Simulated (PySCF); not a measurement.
# The bond of IO, level by level

One table from this session's results is given with a row withheld; the runs are named, their logs left out.

Computed with PySCF 2.14.0. Level: I cc-pVDZ-PP with ECP28, O cc-pVDZ, scalar-relativistic core potentials.

The first run:

A driver script around PySCF takes these settings:

- atoms: I, O
- charge: 0
- basis: I cc-pVDZ-PP with ECP28, O cc-pVDZ
- Hamiltonian: scalar-relativistic core potentials
- basis functions: 37
- electrons treated: 33
- masses in u: 126.9045, 15.9949
- levels: PBE0, PBE, r²SCAN, LDA, PBEsol, MN15, HF, MP2, SCS-MP2, CCSD, CCSD(T)
- grid: 80 radial by 434 angular points
- occupations: held fixed by the projection of orbital angular momentum
- dissociation limit: I + O, each in its ground configuration
- starting distance in angstrom: 1.910
- values of 2S to try: 1, 3

On the command line:

```sh
$ OMP_NUM_THREADS=1 python dia.py task.json out
```

Steps of the session up to this table: Set-up; First curve: PBE0; Higher solutions at PBE0; PBE; r²SCAN (meta-GGA); LDA; PBEsol (GGA); MN15 (hybrid meta-GGA); UHF (mean field); Adding correlation.

One table of the session follows, with a row left open; its other results are not shown here.

Energy (eV) from each level's lowest point:

| R (Å) | UHF | UHF-MP2 | UHF-SCS-MP2 | UHF-CCSD | UHF-CCSD(T) |
| --- | --- | --- | --- | --- | --- |
| 1.672 | 1.788 | 1.264 | 1.346 | n/a | n/a |
| 1.750 | 0.988 | 0.590 | 0.643 | 0.676 | 0.697 |
| 1.827 | 0.515 | 0.201 | 0.229 | 0.246 | 0.261 |
| 1.886 | ? | ? | ? | ? | ? |
| 1.944 | 0.218 | 0.000 | 0.000 | 0.003 | 0.008 |
| 2.002 | 0.183 | 0.075 | 0.069 | 0.000 | 0.000 |
| 2.080 | 0.169 | 0.349 | 0.344 | 0.077 | 0.067 |
| 2.177 | 0.137 | 0.690 | 0.679 | 0.255 | 0.234 |
| 2.294 | 0.079 | 0.948 | 0.924 | 0.516 | 0.495 |
| 2.449 | 0.000 | 1.122 | 1.082 | n/a | n/a |

Estimate the missing values for R (Å) = 1.886.

Worked estimate for «UHF». A straight line through the neighbours (1.827, 0.515) and (1.944, 0.218) gives 0.515 + (0.218 − 0.515) × (1.886 − 1.827) / (1.944 − 1.827) = 0.365; a parabola fitted to 4 rows on both sides gives 0.310.

As computed: UHF: 0.317; UHF-MP2: 0.048; UHF-SCS-MP2: 0.060; UHF-CCSD: 0.077; UHF-CCSD(T): 0.087. In «UHF» the line misses by +0.048 and the parabola by -0.007.

State 2 has its PBE0 minimum 1.40 eV higher. The other levels ran on the lowest alone.

To keep in mind: At some levels the lowest empty orbital lies below the highest filled one (the two can be of opposite spin).
